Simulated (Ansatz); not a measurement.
# Sc3Al: response to biaxial strain in the a-b plane

How does Sc3Al answer biaxial strain in the a-b plane between -6 and +6 %? At each strain the length and tilt of c and the atoms relax, within the symmetry that is left.

Program: Ansatz 0.2.0. Level of theory: DFT PBEsol, scalar-relativistic, plane waves, PAW. These are calculated values, not measurements.

2 further runs of the same task are left out: 2 set aside as unsound or not needed.

## Step 1: The starting structure

It takes space group Pm-3m (No. 221, cubic). Conventional cell: a = 4.375 Å, b = 4.375 Å, c = 4.375 Å, α = 90.00°, β = 90.00°, γ = 90.00°. Around Sc (site symmetry 4/mmm) lie 8 Sc at 3.09 Å and 4 Al at 3.09 Å. Around Al (site symmetry m-3m) lie 12 Sc at 3.09 Å.

As a file:

```xyz
4
Lattice="4.3748 0.0000 0.0000 0.0000 4.3748 0.0000 0.0000 0.0000 4.3748" Properties=species:S:1:pos:R:3 pbc="T T T"
Sc    2.1874    0.0000    2.1874
Sc    0.0000    2.1874    2.1874
Sc    2.1874    2.1874    0.0000
Al    0.0000    0.0000    0.0000
```

It goes back to an entry of the Materials Project, which need not be the stable form.

This cell was relaxed beforehand with the same method: volume 20.93 Å³/atom, gap on the mesh none (metal).

## Step 2: Zero strain

The input, input.yaml:

```yaml
crystal:
  lattice:
    - [4.3747949989, 0.0, 0.0]
    - [0.0, 4.3747949989, 0.0]
    - [0.0, 0.0, 4.3747949989]
  atoms:
    - { symbol: Sc, position: [0.5, 0.0, 0.5] }
    - { symbol: Sc, position: [0.0, 0.5, 0.5] }
    - { symbol: Sc, position: [0.5, 0.5, 0.0] }
    - { symbol: Al, position: [0.0, 0.0, 0.0] }
basis:
  ecutwfc: 420
kpoints:
  mp_grid: { grid: [12, 12, 12] }
hamiltonian:
  xc: pbesol
scf:
  occupations: { method: gaussian, width: 0.1 }
output:
  forces: true
  stress: true
  eigenvalues: true
```

Started as:

```
> ansatz run input.yaml --threads 1 --pin off --max-ram 2560MiB --backend cpu --events-out ev --progress --plain --runs-dir out
```

The session goes on with these runs: At -2.0 %; the cell strained by +2.0 %; strain -4.0 %; the cell strained by +4.0 %; At -6.0 %; strain +6.0 %.

Q: Predict the outcome of this session. Wanted: (1/V) d²E/dε² at zero strain, cubic fit; strain of the free axis c per applied strain.

The runs gave:

```
                                    quantity                    value
                         largest energy cost  65.4 meV/atom at -6.0 %
     (1/V) d²E/dε² at zero strain, cubic fit                  242 GPa
strain of the free axis c per applied strain                    -0.81
```

In words: The curvature of the energy, 242 GPa, is twice the biaxial modulus. Compression by 6 % costs 65.4 meV/atom and stretching 48.4. The free axis c moves against the applied strain (factor -0.81).
